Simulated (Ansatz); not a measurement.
# ClH9Si4: the cost of one run

Method: DFT PBE, Gaussian basis def2-SVP, and further levels as typed in the inputs, in Ansatz 0.2.0.

### Step 1. The starting structure

Bond lengths: Si1–Cl2 2.093 Å, Si1–Si3 2.231 Å, Si1–Si4 2.231 Å, Si1–Si5 2.231 Å, Si3–H6 1.470 Å, Si3–H7 1.470 Å, Si3–H8 1.470 Å, Si4–H9 1.470 Å, Si4–H10 1.470 Å, Si4–H11 1.470 Å, Si5–H12 1.470 Å, Si5–H13 1.470 Å, Si5–H14 1.470 Å. Angles (14 of 24 angles, heavy atoms first): Cl2–Si1–Si3 109.6°, Cl2–Si1–Si4 109.6°, Cl2–Si1–Si5 109.6°, Si3–Si1–Si4 109.3°, Si3–Si1–Si5 109.3°, Si4–Si1–Si5 109.3°, Si1–Si3–H6 109.3°, Si1–Si3–H7 109.2°, Si1–Si3–H8 109.3°, Si1–Si4–H9 109.3°, Si1–Si4–H10 109.2°, Si1–Si4–H11 109.3°, Si1–Si5–H12 109.3°, Si1–Si5–H13 109.3°.

Coordinates:

```xyz
14

Si    0.1124    0.0355    0.5870
Cl    0.5053    0.1597    2.6389
Si    1.7069   -1.1640   -0.4105
Si    0.0712    2.0846   -0.2940
Si   -1.8633   -0.9475    0.2600
H     1.7295   -2.5164    0.1658
H     1.4212   -1.2448   -1.8504
H     3.0080   -0.5125   -0.2003
H    -0.9840    2.8730    0.3591
H    -0.2053    1.9856   -1.7346
H     1.3755    2.7298   -0.0840
H    -2.9148   -0.1533    0.9119
H    -1.8338   -2.3003    0.8349
H    -2.1289   -1.0295   -1.1837
```

### Step 2. Relaxing the atoms: ClH9Si4

input.yaml

```yaml
crystal:
  periodic: [false, false, false]
  atoms:
    - { symbol: Si, position_ang: [0.11238, 0.035531, 0.586955] }
    - { symbol: Cl, position_ang: [0.505257, 0.159749, 2.638934] }
    - { symbol: Si, position_ang: [1.706939, -1.164035, -0.4105] }
    - { symbol: Si, position_ang: [0.071229, 2.084614, -0.293985] }
    - { symbol: Si, position_ang: [-1.863278, -0.94749, 0.259953] }
    - { symbol: H, position_ang: [1.729548, -2.516401, 0.165767] }
    - { symbol: H, position_ang: [1.421215, -1.244793, -1.850418] }
    - { symbol: H, position_ang: [3.008034, -0.512529, -0.200314] }
    - { symbol: H, position_ang: [-0.984012, 2.872952, 0.359067] }
    - { symbol: H, position_ang: [-0.205309, 1.985586, -1.734557] }
    - { symbol: H, position_ang: [1.375485, 2.729846, -0.084029] }
    - { symbol: H, position_ang: [-2.91478, -0.153289, 0.911931] }
    - { symbol: H, position_ang: [-1.833773, -2.300271, 0.83493] }
    - { symbol: H, position_ang: [-2.128936, -1.029471, -1.183734] }
basis:
  gaussian: { orbitals: def2-SVP }
hamiltonian:
  xc: pbe
relax:
  f_tol: 0.003
  max_steps: 150
output:
  orbitals: {}
```

Launch:

```console
$ ansatz run input.yaml --threads 4 --pin off --max-ram 10240MiB --backend cpu --events-out ev --progress --plain --runs-dir out
```

**Question.** How long does this run take on 4 threads of Intel Xeon Platinum 8259CL at 2.50GHz (Skylake/Cascade Lake), shared host, and how much memory does it need?

About 18 s, with a peak of 0.24 GiB.
